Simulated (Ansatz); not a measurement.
# C₂H₅BGaN: small, medium and large basis sets

How large a basis does C₂H₅BGaN need? Two functionals are run in growing sets.

Program: Ansatz 0.2.0, Gaussian basis. Level of theory: one geometry, several basis sets. These are calculated values, not measurements.

The runs, in order: PBE0-D4/def2-SVP; ωB97M-V/def2-SVP; PBE0-D4/def2-QZVPP; ωB97M-V/def2-QZVPP; the functionals' def2-TZVPP values are taken from earlier runs.

## (1) The geometry

An earlier PBE0-D4 in a triple-zeta def2 set relaxation fixed the geometry.

10 atoms, charge 0, spin multiplicity 1.

Atoms are counted from 1 here; the program's logs count them from 0.

Bond lengths: C1–N2 1.445 Å, C1–H6 1.096 Å, C1–H7 1.093 Å, C1–H8 1.092 Å, N2–C3 1.220 Å, C3–B4 1.437 Å, C3–Ga5 2.409 Å, B4–Ga5 1.934 Å, B4–H9 1.184 Å, Ga5–H10 1.558 Å. Angles: N2–C1–H6 112.3°, N2–C1–H7 108.8°, N2–C1–H8 109.1°, H6–C1–H7 109.4°, H6–C1–H8 109.8°, H7–C1–H8 107.3°, C1–N2–C3 125.1°, N2–C3–B4 174.5°, N2–C3–Ga5 121.7°, B4–C3–Ga5 53.4°, C3–B4–Ga5 90.0°, C3–B4–H9 132.6°, Ga5–B4–H9 137.4°, C3–Ga5–B4 36.6°, C3–Ga5–H10 130.0°, B4–Ga5–H10 166.6°.

## (2) PBE0-D4 in def2-SVP

File in.yaml:

```yaml
crystal:
  periodic: [false, false, false]
  atoms:
    - {symbol: C, position_ang: [-1.730813, -0.283811, 0.448859]}
    - {symbol: N, position_ang: [-0.765240, 0.722843, 0.070736]}
    - {symbol: C, position_ang: [0.223536, 0.524510, -0.615893]}
    - {symbol: B, position_ang: [1.463364, 0.335063, -1.316713]}
    - {symbol: Ga, position_ang: [2.365916, 0.021299, 0.364392]}
    - {symbol: H, position_ang: [-1.404261, -1.294446, 0.180000]}
    - {symbol: H, position_ang: [-2.679647, -0.065683, -0.046933]}
    - {symbol: H, position_ang: [-1.905585, -0.225740, 1.524794]}
    - {symbol: H, position_ang: [1.747621, 0.366157, -2.465986]}
    - {symbol: H, position_ang: [2.768408, -0.151492, 1.859745]}
basis:
  gaussian: {orbitals: def2-SVP}
hamiltonian: {xc: pbe0, dispersion: d4}
output: {orbitals: {seedname: orbitals}}
```

Run with:

```sh
> ansatz run in.yaml --threads 4 --pin off --events-out ev --progress --plain --max-ram 10444MiB
```

Further steps of the session: ωB97M-V in def2-SVP; PBE0-D4 in def2-QZVPP; ωB97M-V in def2-QZVPP.

**Question.** What will the summary of the whole plan be? Wanted: PBE0-D4: double and triple zeta above quadruple; ωB97M-V: double and triple zeta above quadruple.

**Answer**, as computed:

| quantity | value |
| --- | --- |
| PBE0-D4: double and triple zeta above quadruple | 12.92, 1.42 eV |
| ωB97M-V: double and triple zeta above quadruple | 13.08, 1.37 eV |

**Reading.** For PBE0-D4 the step from double to triple zeta gains 11.50 eV and the next only 1.42 eV. These are total energies; as a rule much of such shifts cancels in differences, which this series doesn't test.
